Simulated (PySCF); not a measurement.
# LuH3(H2O): other functionals and bases at one geometry

Aim: see how levels, charges and forces of LuH3(H2O) depend on the level of theory. It is a constructed species; whether it can be made isn't addressed.

Program: PySCF 2.14.0. Level of theory: several levels, as the steps say, no spin–orbit coupling. These are calculated values, not measurements.

1 further run of the same task is left out (for a known fault of the program).

## 1. Where the work starts

7 atoms, charge 0, spin multiplicity 1.

Bond lengths: Lu1–H2 1.955 Å, Lu1–H3 1.951 Å, Lu1–H4 1.968 Å, Lu1–O5 2.268 Å, O5–H6 0.967 Å, O5–H7 0.972 Å. Angles: H2–Lu1–H3 118.2°, H2–Lu1–H4 117.9°, H2–Lu1–O5 97.1°, H3–Lu1–H4 118.8°, H3–Lu1–O5 112.4°, H4–Lu1–O5 82.6°, Lu1–O5–H6 125.5°, Lu1–O5–H7 106.0°, H6–O5–H7 107.8°.

Coordinates:

```mol
H5LuO
  3D, bonds by distance, orders not assigned

  7  6  0  0  0  0  0  0  0  0999 V2000
    0.1132   -0.1204    0.1257 Lu  0  0
    1.1180    1.3172    0.9899 H   0  0
   -0.9495   -1.3074    1.2522 H   0  0
    0.7684   -0.7898   -1.6057 H   0  0
   -1.1738    1.1930   -1.2015 O   0  0
   -1.2612    2.1530   -1.1255 H   0  0
   -0.9123    0.9897   -2.1151 H   0  0
  1  2  8  0
  1  3  8  0
  1  4  8  0
  1  5  8  0
  5  6  8  0
  5  7  8  0
M  END
```

Formal oxidation states: Lu +3. An earlier session relaxed this geometry at PBE0, Lu def2-SVP with ECP28, H def2-SVP, O def2-SVP (singlet, point group C1).

At PBE0 on the finer grid: E = -1314.151598 Eh, HOMO -6.48 eV, LUMO -0.83 eV, Mulliken charge on Lu1 +0.55 e, largest force component 0.003 eV/Å. 

Levels to run: r2SCAN; BP86; PBE0, TZVP. Hardware: 2 threads of Arm Neoverse V2, shared host.

## 2. r2SCAN

Input file run.py (the lines that set the calculation):

```python
mol = gto.M(atom='''
Lu     0.11316    -0.12041     0.12565
H      1.11796     1.31723     0.98994
H     -0.94946    -1.30736     1.25221
H      0.76836    -0.78976    -1.60571
O     -1.17377     1.19302    -1.20147
H     -1.26123     2.15296    -1.12554
H     -0.91228     0.98973    -2.11505''',
    basis={'Lu': 'def2-SVP', 'H': 'def2-SVP', 'O': 'def2-SVP'},
    ecp={'Lu': 'def2-SVP'},
    charge=0, spin=0)
mf = dft.RKS(mol, xc='R2SCAN')
mf.grids.atom_grid = (75, 302)  # f atoms: unpruned, at least (60, 302)
mf = mf.density_fit()  # fitting sets: Lu def2-universal-JKFIT, H def2-universal-JKFIT, O def2-universal-JKFIT
mf.conv_tol = 1e-08; mf.max_cycle = 55
mf.kernel(dm0)  # dm0: the density of the relaxed state
```

Command:

```console
$ OMP_NUM_THREADS=2 python run.py
```

## 3. BP86

run.py (the lines that set the calculation), as its differences from that of step 2:

```diff
@@ -11,3 +11,3 @@
     charge=0, spin=0)
-mf = dft.RKS(mol, xc='R2SCAN')
+mf = dft.RKS(mol, xc='B88,P86')
 mf.grids.atom_grid = (75, 302)  # f atoms: unpruned, at least (60, 302)
```

## 4. PBE0, TZVP

Basis: Lu def2-TZVP with ECP28, H def2-TZVP, O def2-TZVP. 

Input file run.py (the lines that set the calculation):

```python
mol = gto.M(atom='''
Lu     0.11316    -0.12041     0.12565
H      1.11796     1.31723     0.98994
H     -0.94946    -1.30736     1.25221
H      0.76836    -0.78976    -1.60571
O     -1.17377     1.19302    -1.20147
H     -1.26123     2.15296    -1.12554
H     -0.91228     0.98973    -2.11505''',
    basis={'Lu': 'def2-TZVP', 'H': 'def2-TZVP', 'O': 'def2-TZVP'},
    ecp={'Lu': 'def2-TZVP'},
    charge=0, spin=0)
mf = dft.RKS(mol, xc='PBE0')
mf.grids.atom_grid = (75, 302)  # f atoms: unpruned, at least (60, 302)
mf = mf.density_fit()  # fitting sets: Lu def2-universal-JKFIT, H def2-universal-JKFIT, O def2-universal-JKFIT
mf.conv_tol = 1e-08; mf.max_cycle = 55
mf.kernel(dm0)  # dm0: free metal ions and neutral atoms
```

What does the calculation give? Wanted: for each run, HOMO; gap; charge on Lu1; dipole; largest force.

As calculated:

| level | state | HOMO (eV) | gap (eV) | charge on Lu1 (e) | dipole (D) | largest force (eV/Å) | basis functions | time |
| --- | --- | --- | --- | --- | --- | --- | --- | --- |
| PBE0 (relaxed here) | singlet | -6.48 | 5.65 | 0.55 | 5.17 | 0.00 | 120 | 19 s |
| r2SCAN | singlet | -5.54 | 4.58 | 0.57 | 5.18 | 0.22 | 120 | 10 s |
| BP86 | singlet | -5.35 | 3.83 | 0.49 | 5.15 | 0.59 | 120 | 7 s |
| PBE0, TZVP | singlet | -6.56 | 5.54 | 0.66 | 5.01 | 0.26 | 157 | 19 s |

Times are on 2 threads of Arm Neoverse V2, shared host; the first row also made further properties.

In one basis the HOMO–LUMO gap runs from 3.83 eV (BP86) to 5.65 eV (PBE0). The largest leftover force, 0.59 eV/Å with BP86, stands at a geometry relaxed at another level. The Mulliken charge on Lu spans +0.49 to +0.66 e over the levels. Total energies of different levels can't be compared. Spin–orbit coupling is left out throughout.
